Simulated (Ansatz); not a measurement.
# Al₂Cl₄F₂: one species, many methods

An exercise on one series of results from a longer session: the logs are not shown, and one member is left open.

Computed with Ansatz 0.2.0, Gaussian basis. Level: functionals in def2-TZVPP, the program's frozen cores in correlated methods.

Levels to be run: LDA (SPW92), PBE-D4, revPBE-D4, BLYP-D4, r2SCAN-D4, B97M-V, PBE0-D4, B3LYP-D4, r2SCANh-D4, r2SCAN0-D4, HSE06-D4, BHLYP-D4, CAM-B3LYP-D4, LC-ωPBE, ωB97X-V, ωB97M-V, B2PLYP, PBE-QIDH; CCSD(T)/def2-SVP; MP2/def2-TZVPP; MP2/def2-QZVPP; RPA on PBE.

**The relaxed structure**

The geometry comes from an earlier relaxation with PBE0-D4 in a triple-zeta def2 set; it is a stationary point, not always the lowest conformer.

SMILES `[F][Al@-]1([Cl])[Cl+][Al@-]([F])([Cl])[Cl+]1`, 8 atoms, charge 0, spin multiplicity 1.

Atoms are counted from 1 here; the program's logs count them from 0.

Bond lengths: F1–Al2 1.635 Å, Al2–Cl3 2.070 Å, Al2–Cl4 2.259 Å, Al2–Cl8 2.259 Å, Cl4–Al5 2.259 Å, Al5–F6 1.635 Å, Al5–Cl7 2.070 Å, Al5–Cl8 2.259 Å. Angles: F1–Al2–Cl3 122.0°, F1–Al2–Cl4 108.1°, F1–Al2–Cl8 108.0°, Cl3–Al2–Cl4 111.3°, Cl3–Al2–Cl8 111.3°, Cl4–Al2–Cl8 92.0°, Al2–Cl4–Al5 88.0°, Cl4–Al5–F6 108.1°, Cl4–Al5–Cl7 111.3°, Cl4–Al5–Cl8 92.0°, F6–Al5–Cl7 122.0°, F6–Al5–Cl8 108.0°, Cl7–Al5–Cl8 111.3°, Al2–Cl8–Al5 88.0°.

The first run:

File in.yaml:

```yaml
crystal:
  periodic: [false, false, false]
  atoms:
    - {symbol: F, position_ang: [2.432495, -0.835637, 0.893944]}
    - {symbol: Al, position_ang: [0.876237, -1.186274, 0.534448]}
    - {symbol: Cl, position_ang: [0.098395, -3.089937, 0.771620]}
    - {symbol: Cl, position_ang: [0.430815, -0.368241, -1.523099]}
    - {symbol: Al, position_ang: [-0.876481, 1.186180, -0.535184]}
    - {symbol: F, position_ang: [-2.434251, 0.841559, -0.893920]}
    - {symbol: Cl, position_ang: [-0.092032, 3.087444, -0.769813]}
    - {symbol: Cl, position_ang: [-0.435178, 0.364897, 1.522003]}
basis:
  gaussian: {orbitals: def2-TZVPP}
hamiltonian: {xc: lda}
output: {orbitals: {seedname: orbitals}}
```

Launch:

```sh
ansatz run in.yaml --threads 4 --pin off --events-out ev --progress --plain --max-ram 11315MiB
```

Among the steps run: LDA; PBE-D4 (GGA); revPBE-D4 (GGA); BLYP-D4 (GGA); r2SCAN-D4 (meta-GGA); B97M-V (meta-GGA); PBE0-D4 (hybrid); B3LYP-D4 (hybrid); r2SCANh-D4 (hybrid); r2SCAN0-D4 (hybrid); HSE06-D4 (hybrid); BHLYP-D4 (hybrid); CAM-B3LYP-D4 (range-separated); LC-ωPBE (range-separated); ωB97X-V (range-separated); ωB97M-V (range-separated); B2PLYP (double hybrid); PBE-QIDH (double hybrid).

One of the session's tables, all rows but one given; the rest of the session is left out.

It belongs to the step «Orbital energies across the functionals». 

```
  functional  HOMO (eV)  gap (eV)
 LDA (SPW92)      -8.46      6.30
      PBE-D4      -8.30      6.48
   revPBE-D4      -8.23      6.60
     BLYP-D4      -8.11      6.39
   r2SCAN-D4      -8.69      7.37
      B97M-V      -8.75      7.32
     PBE0-D4          ?         ?
    B3LYP-D4      -9.44      8.25
  r2SCANh-D4      -9.22      8.18
  r2SCAN0-D4     -10.01      9.37
    HSE06-D4      -9.35      8.05
    BHLYP-D4     -11.02     10.94
CAM-B3LYP-D4     -11.12     11.13
     LC-ωPBE     -12.59     13.91
     ωB97X-V     -12.19     13.32
     ωB97M-V     -12.01     12.81
```

**Question.** Estimate the row for PBE0-D4.

The run gave: HOMO (eV): -9.76; gap (eV): 8.82. In the column «HOMO (eV)» it lies between r2SCAN0-D4 (-10.01) and B3LYP-D4 (-9.44).
